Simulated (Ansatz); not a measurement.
# FH₄N₂Y: small, medium and large basis sets

Aim: see how fast density functionals converge with the basis set for FH₄N₂Y.

Method: one geometry, several basis sets; program: Ansatz 0.2.0, Gaussian basis.

The runs, in order: PBE0-D4/def2-SVP; ωB97M-V/def2-SVP; PBE0-D4/def2-QZVPP; ωB97M-V/def2-QZVPP; the functionals' def2-TZVPP values are taken from earlier runs.

**1. The relaxed structure**

An earlier PBE0-D4 in a triple-zeta def2 set relaxation fixed the geometry. Y takes the def2 core potential; no spin-orbit term is included.

SMILES `[NH2][Y]([NH2])[F]`, 8 atoms, charge 0, spin multiplicity 1.

Atoms are counted from 1 here; the program's logs count them from 0.

Bond lengths: N1–Y2 2.145 Å, N1–H5 1.013 Å, N1–H6 1.014 Å, Y2–N3 2.146 Å, Y2–F4 2.012 Å, N3–H7 1.013 Å, N3–H8 1.014 Å. Angles: Y2–N1–H5 127.4°, Y2–N1–H6 126.6°, H5–N1–H6 105.9°, N1–Y2–N3 118.1°, N1–Y2–F4 120.9°, N3–Y2–F4 120.9°, Y2–N3–H7 127.5°, Y2–N3–H8 126.6°, H7–N3–H8 105.9°.

**2. PBE0-D4 in def2-SVP**

The input, in.yaml:

```yaml
crystal:
  periodic: [false, false, false]
  atoms:
    - {symbol: N, position_ang: [0.547168, 1.759407, -0.357293]}
    - {symbol: Y, position_ang: [0.637988, -0.315514, 0.180618]}
    - {symbol: N, position_ang: [-1.187744, -1.442404, 0.179002]}
    - {symbol: F, position_ang: [2.388022, -1.181780, 0.667405]}
    - {symbol: H, position_ang: [1.316211, 2.417485, -0.405946]}
    - {symbol: H, position_ang: [-0.282533, 2.280902, -0.616954]}
    - {symbol: H, position_ang: [-1.307306, -2.422914, 0.405164]}
    - {symbol: H, position_ang: [-2.111807, -1.095184, -0.051985]}
basis:
  gaussian: {orbitals: def2-SVP}
hamiltonian: {xc: pbe0, dispersion: d4}
output: {orbitals: {seedname: orbitals}}
```

The runs that follow: ωB97M-V in def2-SVP; PBE0-D4 in def2-QZVPP; ωB97M-V in def2-QZVPP.

**Question.** What will the summary of the whole plan be? Wanted: PBE0-D4: double and triple zeta above quadruple; ωB97M-V: double and triple zeta above quadruple.

The runs gave:

| quantity | value |
| --- | --- |
| PBE0-D4: double and triple zeta above quadruple | 7.78, 0.44 eV |
| ωB97M-V: double and triple zeta above quadruple | 7.98, 0.41 eV |

PBE0-D4 gains 7.34 eV from double to triple zeta, then 0.44 eV more. These are total energies; as a rule much of such shifts cancels in differences, which this series doesn't test.
